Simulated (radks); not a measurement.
# Co in [Ar] 3d6 4s2 5s1: an all-electron calculation

The task here is to estimate one member of a computed series from the others.

Program: radks (a radial shooting solver on a logarithmic mesh, Libxc functionals) version 1. Level of theory: scalar-relativistic Kohn-Sham, PBE, spin-polarised, spherical densities, finite nucleus; open shells are filled with parallel spins first. These are calculated values, not measurements, unless marked.

## The atom as given

* element: cobalt (Z = 27)
* charge: 0
* electrons: 27
* configuration: [Ar] 3d6 4s2 5s1
* nuclear rms radius: 3.7875 fm

Outer shells as boxes (Hund's rule):

Co
```
[Ar] core
3d [↑↓][↑ ][↑ ][↑ ][↑ ]
4s [↑↓]
5s [↑ ]
```

Set-up of the first run:

Input:

```text
Z 27
configuration [Ar] 3d6 4s2 5s1 4p0 4d0 6s0 4f0
relativity scalar-relativistic
functional pbe,pbe
spin polarised
nucleus finite rms 3.7875 fm
c 137.035999084
```

Launch:

```bash
python run_ks.py task.json out
```

The same process makes all the runs of this session.

Among the steps run: Self-consistent calculation.

One table of the session follows, with a row left open; its other results are not shown here.

It belongs to the step «Orbitals and density». Radial moments (bohr):

```
  level      <r>  outermost maximum (interpolated)  90 % within  nodes
  1s up  0.05619                            0.0368        0.100      0
1s down  0.05619                            0.0368        0.100      0
  2s up   0.2557                             0.213        0.396      1
2s down   0.2553                             0.213        0.395      1
  2p up   0.2252                             0.172        0.369      0
2p down   0.2248                             0.172        0.368      0
  3s up   0.7678                             0.667         1.15      2
3s down   0.7709                             0.668         1.15      2
  3p up   0.8053                             0.675         1.24      1
3p down   0.8110                             0.677         1.25      1
  3d up   0.9596                             0.654         1.63      0
3d down    1.007                             0.662         1.74      0
  4s up    2.467                              2.09         3.68      3
4s down        ?                                 ?            ?      ?
  4p up    3.229                              2.55         5.06      2
4p down    3.356                              2.67         5.21      2
  5s up    7.506                              6.80         10.7      4
  4d up    8.586                              7.26         13.1      1
```

Estimate the missing values for 4s down.

As computed: <r>: 2.569; outermost maximum (interpolated): 2.16; 90 % within: 3.85; nodes: 3. In the column «<r>» it lies between 4s up (2.467) and 4p up (3.229).
